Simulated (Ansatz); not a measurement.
# Trimethylsilanol (C3H10OSi): basis-set convergence

Aim: see how fast density functionals converge with the basis set for trimethylsilanol (C3H10OSi).

Method: one geometry, several basis sets; program: Ansatz 0.2.0, Gaussian basis.

Plan: PBE0-D4/def2-SVP; ωB97M-V/def2-SVP; PBE0-D4/def2-QZVPP; ωB97M-V/def2-QZVPP; the functionals' def2-TZVPP values are taken from earlier runs.

### Step 1. Structure used throughout

All runs share one geometry, relaxed beforehand with PBE0-D4 in a triple-zeta def2 set.

SMILES `C[Si](C)(C)O`, 15 atoms, charge 0, spin multiplicity 1.

Atoms are counted from 1 here; the program's logs count them from 0.

Bond lengths: C1–Si2 1.870 Å, C1–H6 1.094 Å, C1–H7 1.094 Å, C1–H8 1.093 Å, Si2–C3 1.870 Å, Si2–C4 1.861 Å, Si2–O5 1.660 Å, C3–H9 1.094 Å, C3–H10 1.093 Å, C3–H11 1.094 Å, C4–H12 1.093 Å, C4–H13 1.093 Å, C4–H14 1.093 Å, O5–H15 0.957 Å. Angles: Si2–C1–H6 111.5°, Si2–C1–H7 111.0°, Si2–C1–H8 111.0°, H6–C1–H7 107.4°, H6–C1–H8 107.9°, H7–C1–H8 107.9°, C1–Si2–C3 109.3°, C1–Si2–C4 111.0°, C1–Si2–O5 110.3°, C3–Si2–C4 111.0°, C3–Si2–O5 110.3°, C4–Si2–O5 104.8°, Si2–C3–H9 111.5°, Si2–C3–H10 111.0°, Si2–C3–H11 111.0°, H9–C3–H10 107.9°, H9–C3–H11 107.4°, H10–C3–H11 107.9° and more.

### Step 2. PBE0-D4 in def2-SVP

in.yaml

```yaml
crystal:
  periodic: [false, false, false]
  atoms:
    - {symbol: C, position_ang: [-1.759877, 0.191157, 0.071547]}
    - {symbol: Si, position_ang: [0.089934, 0.200958, -0.204703]}
    - {symbol: C, position_ang: [0.959904, 0.370301, 1.442324]}
    - {symbol: C, position_ang: [0.639298, -1.339504, -1.093221]}
    - {symbol: O, position_ang: [0.516210, 1.448059, -1.213449]}
    - {symbol: H, position_ang: [-2.095926, 1.106041, 0.568336]}
    - {symbol: H, position_ang: [-2.057499, -0.651740, 0.701974]}
    - {symbol: H, position_ang: [-2.296746, 0.107885, -0.876869]}
    - {symbol: H, position_ang: [0.664525, 1.288053, 1.959263]}
    - {symbol: H, position_ang: [2.044777, 0.393480, 1.311289]}
    - {symbol: H, position_ang: [0.718266, -0.468673, 2.101282]}
    - {symbol: H, position_ang: [0.405104, -2.234431, -0.510605]}
    - {symbol: H, position_ang: [1.717688, -1.322699, -1.268860]}
    - {symbol: H, position_ang: [0.142189, -1.426988, -2.062387]}
    - {symbol: H, position_ang: [0.312155, 2.338100, -0.925931]}
basis:
  gaussian: {orbitals: def2-SVP}
hamiltonian: {xc: pbe0, dispersion: d4}
output: {orbitals: {seedname: orbitals}}
```

Started as:

```sh
$ ansatz run in.yaml --threads 2 --pin off --events-out ev --progress --plain --max-ram 32768MiB --backend cpu
```

Further steps of the session: ωB97M-V in def2-SVP; PBE0-D4 in def2-QZVPP; ωB97M-V in def2-QZVPP.

Q: Predict the results of all the runs planned. Wanted: PBE0-D4: double and triple zeta above quadruple; ωB97M-V: double and triple zeta above quadruple.

**Answer**, as computed:

| quantity | value |
| --- | --- |
| PBE0-D4: double and triple zeta above quadruple | 9.77, 0.59 eV |
| ωB97M-V: double and triple zeta above quadruple | 10.07, 0.56 eV |

What this shows: PBE0-D4 gains 9.18 eV from double to triple zeta, then 0.59 eV more. These are total energies; as a rule much of such shifts cancels in differences, which this series doesn't test. The LUMO of ωB97M-V is positive and keeps falling with the basis (2.93 to 1.41 eV): an unbound level that the basis holds in place.
